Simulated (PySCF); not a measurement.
# A diatomic session: WBr

An exercise on one series of results from a longer session: the logs are not shown, and one member is left open.

Program: PySCF 2.14.0. Level of theory: W def2-TZVPPD with ECP60, Br def2-TZVPPD, scalar-relativistic core potentials. These are calculated values, not measurements.

Set-up of the first run:

The job is set up so:

```json
{
 "atoms": "W, Br",
 "charge": "0",
 "basis": "W def2-TZVPPD with ECP60, Br def2-TZVPPD",
 "Hamiltonian": "scalar-relativistic core potentials",
 "basis functions": "116",
 "electrons treated": "49",
 "masses in u": "183.9509, 78.9183",
 "levels": "PBE0, PBE, r²SCAN, PBEsol, MN15, BHandHLYP, B3LYP, PW91, ωB97X-V, HF, MP2, SCS-MP2",
 "grid": "80 radial by 434 angular points",
 "occupations": "held fixed by the projection of orbital angular momentum",
 "dissociation limit": "W + Br, each in its ground configuration",
 "starting distance in angstrom": "2.400",
 "values of 2S to try": "1, 3, 5, 7"
}
```

Run with:

```console
$ OMP_NUM_THREADS=2 python dia.py task.json out
```

Steps of the session up to this table: Input; First curve: PBE0; Excited determinants; PBE; r²SCAN (meta-GGA); PBEsol (GGA); MN15 (hybrid meta-GGA); BHandHLYP; B3LYP; PW91 (GGA); ωB97X-V (range-separated hybrid); UHF.

One table of the session follows, with a row left open; its other results are not shown here.

Energy (eV) from each level's lowest point:

| R (Å) | UHF | UHF-MP2 | UHF-SCS-MP2 | PBE | PBEsol |
| --- | --- | --- | --- | --- | --- |
| 2.091 | 1.806 | 1.142 | 1.265 | 1.197 | 1.064 |
| 2.189 | 0.917 | 0.465 | 0.548 | 0.514 | 0.425 |
| 2.286 | 0.385 | 0.118 | 0.164 | 0.153 | 0.102 |
| 2.359 | 0.157 | 0.011 | 0.033 | 0.031 | 0.006 |
| 2.432 | 0.037 | 0.000 | 0.000 | 0.000 | 0.000 |
| 2.505 | 0.000 | 0.060 | 0.039 | 0.037 | 0.059 |
| 2.602 | 0.044 | 0.217 | 0.172 | 0.160 | 0.209 |
| 2.724 | 0.202 | 0.493 | 0.421 | 0.389 | 0.466 |
| 2.870 | ? | ? | ? | ? | ? |
| 3.064 | 0.911 | 1.435 | 1.306 | 1.172 | 1.308 |

Estimate the missing values for R (Å) = 2.870.

Worked estimate for «UHF». A straight line through the neighbours (2.724, 0.202) and (3.064, 0.911) gives 0.202 + (0.911 − 0.202) × (2.870 − 2.724) / (3.064 − 2.724) = 0.506; a parabola fitted to 3 rows on both sides gives 0.458.

As computed: UHF: 0.479; UHF-MP2: 0.884; UHF-SCS-MP2: 0.786; PBE: 0.716; PBEsol: 0.822. In «UHF» the line misses by +0.027 and the parabola by -0.021.

Caveats from the session: The state is the lowest single determinant that the PBE0 search found; with open d or f shells the true ground state can be another one.
